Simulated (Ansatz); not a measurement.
# CH₂NSn radical: one molecule under many settings

Aim: run CH₂NSn radical under a spread of inputs, and see what each costs and gives.

Method: the settings change from run to run; program: Ansatz 0.2.0, Gaussian basis.

## Step 1: The relaxed structure

The structure was relaxed beforehand with PBE0-D4 in a triple-zeta def2 set. Sn takes a core potential in def2 sets; no spin-orbit term is included.

SMILES `N#[C][SnH2]`, 5 atoms, charge 0, spin multiplicity 2.

Atoms are counted from 1 here; the program's logs count them from 0.

Bond lengths: N1–C2 1.154 Å, C2–Sn3 2.115 Å, Sn3–H4 1.710 Å, Sn3–H5 1.710 Å. Angles: N1–C2–Sn3 175.8°, C2–Sn3–H4 105.7°, C2–Sn3–H5 105.7°, H4–Sn3–H5 113.6°.

## Step 2: revPBE/x2c-TZVPPall

Options: high accuracy.

File in.yaml:

```yaml
crystal:
  periodic: [false, false, false]
  atoms:
    - {symbol: N, position_ang: [0.833754, -1.535681, 1.665645]}
    - {symbol: C, position_ang: [0.506019, -0.851546, 0.795963]}
    - {symbol: Sn, position_ang: [0.009632, 0.331063, -0.886257]}
    - {symbol: H, position_ang: [-1.648459, 0.038190, -1.184027]}
    - {symbol: H, position_ang: [0.348953, 1.944374, -0.432625]}
basis:
  gaussian: {orbitals: x2c-TZVPPall}
magnetization: {spin_polarized: true, initial_magnetization: 1}
hamiltonian: {xc: {name: revPBE}}
accuracy: high
output: {forces: true}
```

Run with:

```
$ ansatz run in.yaml --threads 2 --pin off --events-out ev --progress --plain --max-ram 32768MiB --backend cpu
```

What it wrote:

```text
Functional definition: revPBE
  name "revPBE"
  cite "Zhang & Yang, Phys. Rev. Lett. 80, 890 (1998) doi:10.1103/PhysRevLett.80.890"
  cite "Perdew, Burke & Ernzerhof, Phys. Rev. Lett. 77, 3865 (1996) doi:10.1103/PhysRevLett.77.3865"
  parameter kappa = 1.245
  parameter beta = 0.06672455060314922
  exchange = pbe_x(kappa = kappa, mu = beta*pi^2/3)
  correlation = pbe_c(beta = beta)
2528 factors; integrals over basis functions are off by at most 6.1e-9 eV
mean field evaluation 1: about -170619.7043 eV, gradient 4.5e1 eV
mean field evaluation 2: about -170434.7348 eV, gradient 1.5e2 eV
mean field evaluation 4: about -170628.2802 eV, gradient 1.9e1 eV
mean field evaluation 8: about -170629.8201 eV, gradient 4.6e-1 eV
mean field evaluation 16: about -170629.8141 eV, gradient 6.4e-4 eV
mean field -170629.81413594 eV, -6270.5300124539 hartree, gradient 8.5e-8 eV, S^2 0.751766; 0 other end points of the search recorded, 0 dependent functions left out
the calculation of the forces begins
reference -170629.81413987 eV, -6270.5300125982 hartree; 33, 32 occupied and 117, 118 virtual orbitals, 2528 factors
Total energy: -170629.81413987 eV, -6270.5300125982 hartree
Relativity: scalar
Atom 0 at     0.833754    -1.535681     1.665645 Å, force     0.545138    -1.135754     1.438105 eV/Å
Atom 1 at     0.506019    -0.851546     0.795963 Å, force    -0.454920     0.923881    -1.139199 eV/Å
Atom 2 at     0.009632     0.331063    -0.886257 Å, force     0.139116    -0.021535    -0.316460 eV/Å
Atom 3 at    -1.648459     0.038190    -1.184027 Å, force    -0.279308    -0.040544    -0.053097 eV/Å
Atom 4 at     0.348953     1.944374    -0.432625 Å, force     0.049974     0.273951     0.070650 eV/Å
Dipole moment:    -0.189472     0.466297    -0.681208 e Å
```

Run time: 15 s. Hardware: 2 threads, shared host; peak memory 0.53 GiB.

Largest force 1.912 eV/Å, dipole 4.07 D, ⟨S²⟩ 0.752.

## Step 3: rPW86-PBE/STO-3G

Set apart from the defaults: coordinates scaled by 1.25, D3(BJ) dispersion, the search for lower states set to full.

File in.yaml:

```yaml
crystal:
  periodic: [false, false, false]
  atoms:
    - {symbol: N, position_ang: [1.042193, -1.919601, 2.082057]}
    - {symbol: C, position_ang: [0.632523, -1.064432, 0.994954]}
    - {symbol: Sn, position_ang: [0.012039, 0.413829, -1.107821]}
    - {symbol: H, position_ang: [-2.060573, 0.047737, -1.480034]}
    - {symbol: H, position_ang: [0.436192, 2.430467, -0.540782]}
basis:
  gaussian: {orbitals: STO-3G}
magnetization: {spin_polarized: true, initial_magnetization: 1}
hamiltonian: {xc: {name: rPW86-PBE}, dispersion: d3bj}
scf: {lower_state_search: full}
output: {forces: true}
```

The command is unchanged.

What it wrote, cut to the lines that bear on the results:

```text
Functional definition: rPW86-PBE
  name "rPW86-PBE"
  cite "Murray, Lee & Langreth, J. Chem. Theory Comput. 5, 2754 (2009) doi:10.1021/ct900365q"
  cite "Perdew, Burke & Ernzerhof, Phys. Rev. Lett. 77, 3865 (1996) doi:10.1103/PhysRevLett.77.3865"
  parent pbe
[...]
516 factors; integrals over basis functions are off by at most 3.1e-5 eV
[...]
mean field -164880.63799204 eV, -6059.2516860970 hartree, gradient 3.7e-5 eV, S^2 0.753008; 7 other end points of the search recorded, 0 dependent functions left out
[...]
reference -164880.63805846 eV, -6059.2516885377 hartree; 33, 32 occupied and 6, 7 virtual orbitals, 516 factors
Total energy: -164880.73341374 eV, -6059.2551927796 hartree
Atom 0 at     1.042193    -1.919601     2.082057 Å, force    -3.437916     7.177801    -9.127615 eV/Å
Atom 1 at     0.632523    -1.064432     0.994954 Å, force     2.604522    -5.307390     6.595777 eV/Å
Atom 2 at     0.012039     0.413829    -1.107821 Å, force    -1.635904     0.687911     2.606105 eV/Å
Atom 3 at    -2.060573     0.047737    -1.480034 Å, force     3.295613     0.687638     0.738258 eV/Å
Atom 4 at     0.436192     2.430467    -0.540782 Å, force    -0.826315    -3.245961    -0.812525 eV/Å
Dipole moment:    -0.160775     0.474249    -0.777563 e Å
```

Run time: 7.5 s. Hardware: 2 threads, shared host.

Largest force 12.110 eV/Å, dipole 4.44 D, ⟨S²⟩ 0.753.

## Step 4: revPBE/ANO-RCC-VTZP

Options: charge -1, multiplicity 1, a point charge of 1.00 e beside it.

File in.yaml:

```yaml
crystal:
  periodic: [false, false, false]
  atoms:
    - {symbol: N, position_ang: [0.833754, -1.535681, 1.665645]}
    - {symbol: C, position_ang: [0.506019, -0.851546, 0.795963]}
    - {symbol: Sn, position_ang: [0.009632, 0.331063, -0.886257]}
    - {symbol: H, position_ang: [-1.648459, 0.038190, -1.184027]}
    - {symbol: H, position_ang: [0.348953, 1.944374, -0.432625]}
basis:
  gaussian: {orbitals: ANO-RCC-VTZP, point_charges: [{charge: 1.00, position_ang: [4.334, -0.579, -0.608]}]}
total_charge: -1
hamiltonian: {xc: {name: revPBE}}
```

The command is unchanged.

What it wrote:

```text
Functional definition: revPBE
  name "revPBE"
  cite "Zhang & Yang, Phys. Rev. Lett. 80, 890 (1998) doi:10.1103/PhysRevLett.80.890"
  cite "Perdew, Burke & Ernzerhof, Phys. Rev. Lett. 77, 3865 (1996) doi:10.1103/PhysRevLett.77.3865"
  parameter kappa = 1.245
  parameter beta = 0.06672455060314922
  exchange = pbe_x(kappa = kappa, mu = beta*pi^2/3)
  correlation = pbe_c(beta = beta)
1192 factors; their error is unknown
mean field evaluation 1: about -170630.3426 eV, gradient 2.7e1 eV
mean field evaluation 2: about -170630.0779 eV, gradient 3.2e1 eV
mean field evaluation 4: about -170631.9413 eV, gradient 3.8e0 eV
mean field evaluation 8: about -170631.9392 eV, gradient 1.2e-1 eV
mean field evaluation 16: about -170631.9393 eV, gradient 4.7e-5 eV
mean field -170631.93925261 eV, -6270.6081090509 hartree, gradient 4.7e-5 eV, S^2 0.000000; 0 other end points of the search recorded, 0 dependent functions left out
reference -170631.93933175 eV, -6270.6081119592 hartree; 33, 33 occupied and 123, 123 virtual orbitals, 1192 factors
Total energy: -170631.93933175 eV, -6270.6081119592 hartree
Relativity: scalar
```

Run time: 4.7 s. Hardware: 2 threads, shared host.

## Step 5: B3LYP5/def2-mTZVPP

This run has charge +1, multiplicity 1, the search for lower states set to full.

in.yaml: that of step 4 with these lines changed.

```diff
@@ -9,4 +9,5 @@
 basis:
-  gaussian: {orbitals: ANO-RCC-VTZP, point_charges: [{charge: 1.00, position_ang: [4.334, -0.579, -0.608]}]}
-total_charge: -1
-hamiltonian: {xc: {name: revPBE}}
+  gaussian: {orbitals: def2-mTZVPP}
+total_charge: 1
+hamiltonian: {xc: {name: B3LYP5}}
+scf: {lower_state_search: full}
```

Launched as before.

What it wrote, cut to the lines that bear on the results:

```text
Functional definition: B3LYP5
  name "B3LYP5"
  cite "Stephens, Devlin, Chabalowski & Frisch, J. Phys. Chem. 98, 11623 (1994) doi:10.1021/j100096a001"
  cite "Becke, Phys. Rev. A 38, 3098 (1988) doi:10.1103/PhysRevA.38.3098"
  cite "Lee, Yang & Parr, Phys. Rev. B 37, 785 (1988) doi:10.1103/PhysRevB.37.785"
  cite "Vosko, Wilk & Nusair, Can. J. Phys. 58, 1200 (1980) doi:10.1139/p80-159"
[...]
845 factors; their error is unknown
[...]
mean field -8379.06386502 eV, -307.9249175061 hartree, gradient 3.8e-5 eV, S^2 0.000000; 0 other end points of the search recorded, 0 dependent functions left out
reference -8379.06409354 eV, -307.9249259039 hartree; 18, 18 occupied and 71, 71 virtual orbitals, 845 factors
Total energy: -8379.06409354 eV, -307.9249259039 hartree
```

Run time: 1.7 s. Hardware: 2 threads, shared host.

## Step 6: B97M-V/def2-TZVPP

Options: atoms shaken by 0.15 Å.

File in.yaml:

```yaml
crystal:
  periodic: [false, false, false]
  atoms:
    - {symbol: N, position_ang: [1.060723, -1.624259, 1.651667]}
    - {symbol: C, position_ang: [0.702047, -0.818261, 0.960021]}
    - {symbol: Sn, position_ang: [0.194942, 0.466676, -0.777424]}
    - {symbol: H, position_ang: [-1.725420, 0.226389, -1.084470]}
    - {symbol: H, position_ang: [0.657026, 1.820671, -0.597060]}
basis:
  gaussian: {orbitals: def2-TZVPP}
magnetization: {spin_polarized: true, initial_magnetization: 1}
hamiltonian: {xc: {name: B97M-V}}
output: {forces: true}
```

Launched as before.

What it wrote, cut to the lines that bear on the results:

```text
Functional definition: B97M-V
  name "B97M-V"
  cite "Mardirossian & Head-Gordon, J. Chem. Phys. 142, 074111 (2015) doi:10.1063/1.4907719"
  cite "Becke, J. Chem. Phys. 107, 8554 (1997) doi:10.1063/1.475007"
  cite "Vydrov & Van Voorhis, J. Chem. Phys. 133, 244103 (2010) doi:10.1063/1.3521275"
  # Of w^i u^j: cxij and so on, Table III.
[...]
  gx(w, u) = cx00 + cx01*u + cx02*u^2 + (cx10 + cx11*u)*w
  gss(w, u) = css00 + css02*u^2 + css10*w + (css32*w^3 + css42*w^4)*u^2
  gos(w, u) = cos00 + cos01*u + cos03*u^3 + cos10*w + cos32*w^3*u^2
[...]
      + integral(e_c_pw_mod_opposite_spin*gos(b97_w_opposite, b97_u_opposite)) + vv10(b, c)
841 factors; their error is unknown
[...]
mean field -8388.68638984 eV, -308.2785387707 hartree, gradient 7.5e-5 eV, S^2 0.751367; 0 other end points of the search recorded, 0 dependent functions left out
[...]
reference -8388.68645637 eV, -308.2785412158 hartree; 19, 18 occupied and 121, 122 virtual orbitals, 841 factors
Total energy: -8388.68645637 eV, -308.2785412158 hartree
Atom 0 at     1.060723    -1.624259     1.651667 Å, force     1.452957    -3.299335     2.979275 eV/Å
Atom 1 at     0.702047    -0.818261     0.960021 Å, force    -1.712483     4.029770    -3.806955 eV/Å
Atom 2 at     0.194942     0.466676    -0.777424 Å, force    -3.591227    -7.207570    -0.647432 eV/Å
Atom 3 at    -1.725420     0.226389    -1.084470 Å, force     1.843610     0.311837     0.411567 eV/Å
Atom 4 at     0.657026     1.820671    -0.597060 Å, force     2.007143     6.165299     1.063545 eV/Å
Dipole moment:    -0.093355     0.684866    -0.652109 e Å
```

Run time: 8.5 s. Hardware: 2 threads, shared host.

Largest force 8.079 eV/Å, dipole 4.56 D, ⟨S²⟩ 0.751.

## Step 7: PBE0/x2c-TZVPPall

This run has charge +1, multiplicity 1, unrestricted orbitals, a grid of angular degree 23.

File in.yaml:

```yaml
crystal:
  periodic: [false, false, false]
  atoms:
    - {symbol: N, position_ang: [0.833754, -1.535681, 1.665645]}
    - {symbol: C, position_ang: [0.506019, -0.851546, 0.795963]}
    - {symbol: Sn, position_ang: [0.009632, 0.331063, -0.886257]}
    - {symbol: H, position_ang: [-1.648459, 0.038190, -1.184027]}
    - {symbol: H, position_ang: [0.348953, 1.944374, -0.432625]}
basis:
  gaussian: {orbitals: x2c-TZVPPall, final_grid: {core_spheres: 8, valence_spheres: 7, degree: 23}}
total_charge: 1
magnetization: {spin_polarized: true, initial_magnetization: 0}
hamiltonian: {xc: {name: PBE0}}
output: {forces: true}
```

Launched as before.

What it wrote, cut to the lines that bear on the results:

```text
Functional definition: PBE0
  name "PBE0"
  cite "Adamo & Barone, J. Chem. Phys. 110, 6158 (1999) doi:10.1063/1.478522"
  cite "Perdew, Burke & Ernzerhof, Phys. Rev. Lett. 77, 3865 (1996) doi:10.1103/PhysRevLett.77.3865"
  parent pbe
[...]
1121 factors; their error is unknown
[...]
mean field -170613.52078557 eV, -6269.9312428719 hartree, gradient 9.3e-6 eV, S^2 0.000000; 0 other end points of the search recorded, 0 dependent functions left out
[...]
reference -170613.52081038 eV, -6269.9312437835 hartree; 32, 32 occupied and 118, 118 virtual orbitals, 1121 factors
Total energy: -170613.52081038 eV, -6269.9312437835 hartree
Relativity: scalar
Atom 0 at     0.833754    -1.535681     1.665645 Å, force    -0.011752    -0.111566     0.313204 eV/Å
Atom 1 at     0.506019    -0.851546     0.795963 Å, force     0.291227     0.254375    -1.418415 eV/Å
Atom 2 at     0.009632     0.331063    -0.886257 Å, force    -1.265318     0.302648     2.595696 eV/Å
Atom 3 at    -1.648459     0.038190    -1.184027 Å, force     0.319119    -0.388768    -0.810579 eV/Å
Atom 4 at     0.348953     1.944374    -0.432625 Å, force     0.666724    -0.056689    -0.679906 eV/Å
Dipole moment:    -0.142943     0.510066    -0.916010 e Å
```

It took 7 s on 2 threads, shared host; peak memory 0.47 GiB.

Largest force 2.903 eV/Å, ⟨S²⟩ 0.000.

## Step 8: RPA/def2-SVP

This run has restricted open-shell orbitals, high accuracy.

in.yaml: that of step 7 with these lines changed.

```diff
@@ -9,6 +9,6 @@
 basis:
-  gaussian: {orbitals: x2c-TZVPPall, final_grid: {core_spheres: 8, valence_spheres: 7, degree: 23}}
-total_charge: 1
-magnetization: {spin_polarized: true, initial_magnetization: 0}
-hamiltonian: {xc: {name: PBE0}}
-output: {forces: true}
+  gaussian: {orbitals: def2-SVP}
+magnetization: {spin_polarized: false, initial_magnetization: 1}
+hamiltonian: {xc: {name: r2SCAN}}
+correlation: {method: rpa}
+accuracy: high
```

Launched as before.

What it wrote, cut to the lines that bear on the results:

```text
Functional definition: r2SCAN
  name "r2SCAN"
  cite "Furness, Kaplan, Ning, Perdew & Sun, J. Phys. Chem. Lett. 11, 8208 (2020) doi:10.1021/acs.jpclett.0c02405"
  cite "Furness, Kaplan, Ning, Perdew & Sun, J. Phys. Chem. Lett. 11, 9248 (2020) doi:10.1021/acs.jpclett.0c03077"
  parent r2scan
[...]
1489 factors; integrals over basis functions are off by at most 1.6e-8 eV
[...]
mean field -8387.46377503 eV, -308.2336085054 hartree, gradient 1.5e-8 eV, S^2 0.750000; 2 other end points of the search recorded, 0 dependent functions left out
[...]
6 core orbitals not correlated: weight in the atoms' cores, before any rotation towards them, 1.000 or more for the frozen orbitals, at most 0.000 for the correlated occupied ones
reference -8345.11806072 eV, -306.6774322074 hartree; 13, 12 occupied and 45, 46 virtual orbitals, 1489 factors
Total energy: -8360.92586274 eV, -307.2583582167 hartree
```

Wall time 15 s (2 threads, shared host); peak memory 0.42 GiB.

## Step 9: wB97/def2-mTZVP

This run has the search for lower states set to full.

in.yaml: that of step 8 with these lines changed.

```diff
@@ -9,6 +9,6 @@
 basis:
-  gaussian: {orbitals: def2-SVP}
-magnetization: {spin_polarized: false, initial_magnetization: 1}
-hamiltonian: {xc: {name: r2SCAN}}
-correlation: {method: rpa}
-accuracy: high
+  gaussian: {orbitals: def2-mTZVP}
+magnetization: {spin_polarized: true, initial_magnetization: 1}
+hamiltonian: {xc: {name: wB97}}
+scf: {lower_state_search: full}
+output: {forces: true}
```

Launched as before.

What it wrote, cut to the lines that bear on the results:

```text
Functional definition: wB97
  name "wB97"
  cite "Chai & Head-Gordon, J. Chem. Phys. 128, 084106 (2008) doi:10.1063/1.2834918"
  cite "Becke, J. Chem. Phys. 107, 8554 (1997) doi:10.1063/1.475007"
[...]
  # The coefficients of nought are those of the uniform gas.
[...]
      + integral(e_c_pw_opposite_spin*poly(b97_u_opposite, 1, cos1, cos2, cos3, cos4))
787 factors; their error is unknown
265 factors; integrals over basis functions are off by at most 1.7e-5 eV
[...]
mean field -8390.12850307 eV, -308.3315354543 hartree, gradient 4.3e-5 eV, S^2 0.753044; 3 other end points of the search recorded, 0 dependent functions left out
[...]
reference -8390.12849681 eV, -308.3315352245 hartree; 19, 18 occupied and 61, 62 virtual orbitals, 787 factors
Total energy: -8390.12849681 eV, -308.3315352245 hartree
Atom 0 at     0.833754    -1.535681     1.665645 Å, force     0.046496    -0.110373     0.153913 eV/Å
Atom 1 at     0.506019    -0.851546     0.795963 Å, force    -0.010255     0.030009    -0.045157 eV/Å
Atom 2 at     0.009632     0.331063    -0.886257 Å, force    -0.054572     0.100436    -0.110917 eV/Å
Atom 3 at    -1.648459     0.038190    -1.184027 Å, force     0.036625     0.016037     0.011496 eV/Å
Atom 4 at     0.348953     1.944374    -0.432625 Å, force    -0.018293    -0.036108    -0.009334 eV/Å
Dipole moment:    -0.204492     0.500876    -0.729126 e Å
```

Run time: 13 s. Hardware: 2 threads, shared host.

Largest force 0.195 eV/Å, dipole 4.36 D, ⟨S²⟩ 0.753.

## Step 10: The runs in one table

```tsv
level	charge	multiplicity	geometry	functions	energy (eV)	time
revPBE/x2c-TZVPPall	0	2	relaxed	150	-170629.814	15 s
rPW86-PBE/STO-3G	0	2	scaled	39	-164880.733	7.5 s
revPBE/ANO-RCC-VTZP	-1	1	relaxed, point charge	156	-170631.939	4.7 s
B3LYP5/def2-mTZVPP	1	1	relaxed	89	-8379.064	1.7 s
B97M-V/def2-TZVPP	0	2	shaken	140	-8388.686	8.5 s
PBE0/x2c-TZVPPall	1	1	relaxed	150	-170613.521	7 s
RPA/def2-SVP	0	2	relaxed	64	-8360.926	15 s
wB97/def2-mTZVP	0	2	relaxed	80	-8390.128	13 s
```

## Step 11: What came out

| quantity | value |
| --- | --- |
| runs | 8 |
| quickest | B3LYP5/def2-mTZVPP, 1.7 s |
| slowest | revPBE/x2c-TZVPPall, 15 s |
| spread of total energies, same state and geometry | 162268.9 eV |
| dipole, same state and geometry | 4.07 to 4.36 D |

**Reading.** revPBE/x2c-TZVPPall took 8 times as long as B3LYP5/def2-mTZVPP. The jobs differ in tasks and options as well as level. The totals spread over 162269 eV; they can't be compared across methods or bases. Some of these runs are scalar-relativistic and others not, which shifts the totals of all-electron atoms past neon by eV; core potentials, where a basis has them, take the core out of the total altogether. At the PBE0-D4/def2-TZVP geometry and in the same state, runs without warnings or point charges leave forces up to 1.91 eV/Å (revPBE/x2c-TZVPPall), against 12.1 eV/Å where the atoms were moved.
